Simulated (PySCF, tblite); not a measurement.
# C₅H₁₁BN₂S: geometry, infrared bands and NMR shifts

What infrared bands and NMR shifts should C₅H₁₁BN₂S (`NB1NC[C@@H]2C[C@H]1[C@H]2S`) show?

Programs: tblite 0.8.0 and PySCF 2.14.0, with density-fitted response routines of our own. Each step states its level of theory. These are calculated values for one molecule in the gas phase, unless marked as measured. Atoms count from 0, in the outputs and in this text.

### 1 The molecule as given

20 atoms, charge 0, multiplicity 1; geometry from: force field or distance geometry start.

Bonds of the start (Å): N0–B1 1.52, B1–N2 1.54, N2–C3 1.44, C3–C4 1.51, C4–C5 1.50, C5–C6 1.53, C6–C7 1.50, C7–S8 1.80, C6–B1 1.60, C7–C4 1.53, N0–H9 1.05, N0–H10 1.05, N2–H11 1.06, C3–H12 1.12, C3–H13 1.12, C4–H14 1.09, C5–H15 1.10, C5–H16 1.10, C6–H17 1.08, C7–H18 1.11, S8–H19 1.42.

### 2 Optimising the geometry with GFN2-xTB

What the job is given:

```
{"job": {"kind": "relax", "xc": "GFN2-xTB", "basis": "xTB"}, "charge": 0, "multiplicity": 1}
N     -2.248900     1.594400    -0.165500
B     -1.211000     0.583900    -0.620000
N     -1.573500    -0.894700    -0.402300
C     -0.395900    -1.717900    -0.420200
C      0.807600    -1.062500     0.202700
C      0.475100     0.084000     1.107300
C      0.287000     0.916200    -0.159000
C      1.281100    -0.003900    -0.801800
S      3.019300     0.403300    -0.568300
H     -1.822400     2.450500     0.261600
H     -2.876300     1.198400     0.579900
H     -2.153800    -1.014200     0.475900
H     -0.620500    -2.674700     0.120800
H     -0.204900    -1.971600    -1.490900
H      1.628400    -1.712600     0.507200
H     -0.479300    -0.085300     1.636600
H      1.279500     0.471900     1.755800
H      0.539400     1.965600    -0.078300
H      1.061800    -0.290700    -1.850600
H      3.202100     1.770800    -0.221200
```

Run with:

```sh
$ OMP_NUM_THREADS=1 python probes_run.py task.json out
```

This one command runs all jobs of the session in turn.

**Question.** This job is followed by: GFN2-xTB harmonic vibrations, gas phase; GIAO PBE0/pcSseg-1 NMR shielding, non-relativistic, gas phase. Predict these results of the whole session: strongest single infrared mode (GFN2-xTB); zero-point energy (GFN2-xTB); 13C shifts against TMS (PBE0/pcSseg-1); 1H shifts against TMS (PBE0/pcSseg-1, means over atoms taken as alike); 15N shifts against NH3 (PBE0/pcSseg-1); 11B shifts against BF3·OEt2 (PBE0/pcSseg-1); 33S shifts against CS2 (PBE0/pcSseg-1).

The runs gave:

| quantity | value |
| --- | --- |
| strongest single infrared mode (GFN2-xTB) | 1466 cm⁻¹, 245 km/mol |
| zero-point energy (GFN2-xTB) | 101.9 kcal/mol |
| 13C shifts against TMS (PBE0/pcSseg-1) | 52.1, 48.9, 47.5, 33.1, 26.6 ppm |
| 1H shifts against TMS (PBE0/pcSseg-1, means over atoms taken as alike) | 3.62, 3.51, 2.68, 2.48, 2.39, 2.26, 2.18, 1.98, 1.60, 1.13 ppm |
| 15N shifts against NH3 (PBE0/pcSseg-1) | 72.9, 60.4 ppm |
| 11B shifts against BF3·OEt2 (PBE0/pcSseg-1) | 28.7 ppm |
| 33S shifts against CS2 (PBE0/pcSseg-1) | -62 ppm |

In words: The optimisation took 108 steps and gained 2.182 eV; among the close pairs (by a distance rule), B1–N2 changed most, from 1.538 to 1.403 Å. No mode is imaginary among the 54: a minimum at this level. The strongest single mode, at 1466 cm⁻¹, is spread over many atoms; the largest shares are those of B1, N2. GFN2-xTB is a fitted tight-binding method: band positions and strengths are rough. Its intensities can rank the bands wrongly. At PBE0/pcSseg-1: The largest span, 442 ppm, is at S8, where the paramagnetic term is -490 ppm.
